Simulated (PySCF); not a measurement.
# H5PSiTe: the cost of one run

Programs: PySCF 2.14.0, with routines of our own; each step states its level. All values are computed. Atoms count from 0.

## 1. The starting structure

8 atoms, charge 0, multiplicity 1; geometry from: GFN2-xTB.

## 2. Geometry optimisation at PBE0-D3(BJ)/def2-SVP

What the job is given:

```
{"job": {"xc": "PBE0", "basis": "def2-SVP", "d3": "d3bj", "grid": 1, "maxiter": 30, "shake": 0.01, "kind": "geom"}, "charge": 0, "multiplicity": 1}
P     -1.160670     0.855790    -0.493230
Si     0.124440    -0.841750     0.041570
Te     2.482110    -0.119150    -0.146600
H     -0.844640     1.619300     0.627910
H     -2.315970     0.341230     0.075630
H     -0.182990    -1.907260    -0.901100
H     -0.121220    -1.353770     1.389900
H      2.074070     1.386480    -0.646550
```

Run with:

```
OMP_NUM_THREADS=1 python heavy_run.py task.json out
```

The driver reads the jobs from task.json and runs them one after another.

**Question.** How long does this first job take on 1 thread of Arm Neoverse N1, shared host, and how much memory does it need?

About 60 s, with a peak of 0.38 GiB.
